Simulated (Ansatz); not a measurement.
# HSBr (triplet): wave-function methods side by side at distance Br1–H2 along a hydrogen transfer = 1.993 Å, cc-pVTZ

Aim: climb from Hartree-Fock through coupled cluster and multireference methods for HSBr (triplet) at one geometry and basis, and see what each rung misses.

Program: Ansatz 0.2.0, Gaussian basis. Level of theory: cc-pVTZ, core rule «outside noble gas», up to 19 orbitals frozen. These are calculated values, not measurements.

Plan: UHF; CCSD(T) on ROHF; CCSD(T) on UHF; BCCD(T) on ROHF; CCSDT(Q) on ROHF; CCSDT(Q) on UHF; CASSCF and MRCISD+Q, 4 electrons in 4 orbitals; CASSCF and NEVPT2, 4 electrons in 4 orbitals; CASSCF and MRCISD+Q, 14 electrons in 9 orbitals; CASSCF and NEVPT2, 14 electrons in 9 orbitals.

## Step 1: The geometry

The geometry derives from fragments relaxed apart (PBE0/def2-TZVP) and kept rigid, so it is no stationary point. A hydrogen atom is moved between rigid fragments. No spin-orbit coupling is included. The filled d shell of Br may be among the frozen orbitals whatever the setting's name suggests; the logs give the count.

3 atoms, charge 0, spin multiplicity 3.

Atoms are counted from 1 here; the program's logs count them from 0.

Bond lengths: H2–S3 1.609 Å.

## Step 2: UHF

Contents of in.yaml:

```yaml
crystal:
  periodic: [false, false, false]
  atoms:
    - {symbol: Br, position_ang: [0.000000, 0.000000, -1.865000]}
    - {symbol: H, position_ang: [0.000000, 0.000000, 0.128000]}
    - {symbol: S, position_ang: [0.000000, 0.000000, 1.737000]}
basis:
  gaussian: {orbitals: cc-pVTZ}
magnetization: {spin_polarized: true, initial_magnetization: 2}
hamiltonian: {xc: hf}
output: {orbitals: {seedname: orbitals}}
```

Run with:

```console
$ ansatz run in.yaml --threads 1 --pin off --events-out ev --progress --plain --max-ram 2816MiB --backend cpu
```

The runs that follow: CCSD(T) on ROHF; CCSD(T) on UHF; BCCD(T) on ROHF; CCSDT(Q) on ROHF; CCSDT(Q) on UHF; CASSCF and MRCISD+Q, 4 electrons in 4 orbitals; CASSCF and NEVPT2, 4 electrons in 4 orbitals; CASSCF and MRCISD+Q, 14 electrons in 9 orbitals; CASSCF and NEVPT2, 14 electrons in 9 orbitals.

Q: Predict the results of all the runs planned. Wanted: UCCSDT(Q) below the RHF energy; RMP2 from UCCSDT(Q); UMP2 from UCCSDT(Q); RCCSD from UCCSDT(Q); RCCSD(T) from UCCSDT(Q); UCCSD(T) from UCCSDT(Q); RCCSDT(Q) from UCCSDT(Q); NEVPT2 pair from UCCSDT(Q); MRCISD+Q pair from UCCSDT(Q).

As calculated:

| quantity | value |
| --- | --- |
| UCCSDT(Q) below the RHF energy | -10.1265 eV |
| RMP2 from UCCSDT(Q) | +1590.8 meV |
| UMP2 from UCCSDT(Q) | +1652.9 meV |
| RCCSD from UCCSDT(Q) | +435.3 meV |
| RCCSD(T) from UCCSDT(Q) | +60.6 meV |
| UCCSD(T) from UCCSDT(Q) | +61.3 meV |
| RCCSDT(Q) from UCCSDT(Q) | +2.7 meV |
| NEVPT2 pair from UCCSDT(Q) | +1463.9 meV |
| MRCISD+Q pair from UCCSDT(Q) | +227.6 meV |
| NEVPT2 valence from UCCSDT(Q) | +2192.1 meV |
| levels within 1 kcal/mol (43 meV) | RCCSDT, UCCSDT, RCCSDT(Q) |
| T1 diagnostic | 0.029 |
| effectively unpaired electrons | 2.03 |

What this shows: RCCSD(T) lands +60.6 meV from the yardstick (0.6 % of the correlation energy). One determinant dominates. Of the multireference levels listed MRCISD+Q valence comes nearest in total energy (+210.7 meV), which doesn't show that its space is the better one. These misses are within one basis, not against nature; the frozen cores of restricted and unrestricted runs differ, which can shift their rows.
